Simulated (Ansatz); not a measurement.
Below is the output of a Python script on Ansatz 0.2.0, Python API that makes a comparison of functionals at one structure of YbAl2, space group Fd-3m. Write a script that gives it. Level of theory (first run): BLYP, PAW, cutoff 260 eV, 5×5×5 k-points, cold smearing of 0.1 eV. The script varies functional: blyp, pbesol, lda.

```
CELL_PARAMETERS angstrom
0.00000 3.98653 3.98653
3.98653 0.00000 3.98653
3.98653 3.98653 0.00000
ATOMIC_POSITIONS crystal
Yb 0.25000 0.25000 0.25000
Yb 0.00000 0.00000 0.00000
Al 0.62500 0.12500 0.62500
Al 0.62500 0.62500 0.12500
Al 0.12500 0.62500 0.62500
Al 0.62500 0.62500 0.62500
```

```console
$ python ybal2_xc.py
+--------------+---------------+--------------+-----------+------------------------+------------+
| functional   |   F/atom (eV) |   iterations |   P (GPa) |   max component (eV/A) |   k-points |
+==============+===============+==============+===========+========================+============+
| blyp         |    -4966.5187 |           17 |    2.1623 |                 0.0279 |         19 |
+--------------+---------------+--------------+-----------+------------------------+------------+
| pbesol       |    -4908.6077 |           20 |   -2.4228 |                 0.0220 |         19 |
+--------------+---------------+--------------+-----------+------------------------+------------+
| lda          |    -4862.2013 |           17 |   -4.3962 |                 0.0228 |         19 |
+--------------+---------------+--------------+-----------+------------------------+------------+
```

One script that gives this output:

Script `ybal2_xc.py`:
```python
# -*- coding: utf-8 -*-
'''Functional comparison for YbAl2 (totals differ with the potentials too).'''

import logging
import sys
import warnings

import ansatz as az
from tabulate import tabulate

logging.basicConfig(stream=sys.stdout, format='%(levelname)s %(message)s')
log = logging.getLogger('ansatz_job')
log.setLevel(logging.INFO)

warnings.simplefilter('ignore', az.DeckWarning)

lattice = az.Lattice.of(
    (0.0, 3.986526, 3.986526),
    (3.986526, 0.0, 3.986526),
    (3.986526, 3.986526, 0.0),
)
sites = [
    ('Yb', (0.25, 0.25, 0.25)),
    ('Yb', (0.0, 0.0, 0.0)),
    ('Al', (0.625, 0.125, 0.625)),
    ('Al', (0.625, 0.625, 0.125)),
    ('Al', (0.125, 0.625, 0.625)),
    ('Al', (0.625, 0.625, 0.625)),
]
system = az.Crystal(lattice=lattice)
for symbol, position in sites:
    system = system.atom(symbol, position)

calc = (
    system.calculation()
    .pseudopotentials('paw')
    .basis(260)
    .kpoints(5, shift=0.5)
    .occupations('Marzari-Vanderbilt')
    .mixing('broyden', beta=0.5)
    .scf(tolerance=1e-08, extra_bands=12)
    .forces()
    .stress()
)

rows = []
for value in ['blyp', 'pbesol', 'lda']:
    report = calc.functional(value).run(threads=1).report
    rows.append((value, report['free_energy_ev'] / len(report['lattice']['sites']), report['n_iterations'], sum(report['stress_gpa'][i][i] for i in range(3)) / 3, max(abs(f) for row in report['forces_ev_ang'] for f in row), report['n_kpoints']))

print(tabulate(rows, headers=['functional', 'F/atom (eV)', 'iterations', 'P (GPa)', 'max component (eV/A)', 'k-points'], floatfmt='.4f', tablefmt='grid'))
```

Reading the output:
- The cutoff lies under the one recommended for these potentials.
- Semilocal functionals put the nearly full 4f shell of Yb too close to the Fermi level.
- Under the recommended cutoff a pressure can be off by several GPa, even in sign.
- BLYP can be off by several per cent in the lattices of metals, and by several GPa in the pressure at a fixed cell.
- The mesh is modest for a metal, so energies can be off by several to tens of meV an atom and pressures by half a GPa or more; differences at equal mesh fare better.
- The program warned that this SCF threshold is loose for forces or stresses.
- The mesh has less symmetry than the crystal, which the program warned of.
- Pressure is positive in compression.
- This cell is a computed structure, which may not be the phase found in nature.
- Total energies of different functionals can't be compared; pressures, moments and gaps at this one structure can.
- The script silences the warnings on its input, which a real study should read.
- Timing: 13 s on 1 thread of Intel(R) Xeon(R) Processor @ 2.30GHz (shared host), peak memory 0.52 GiB.
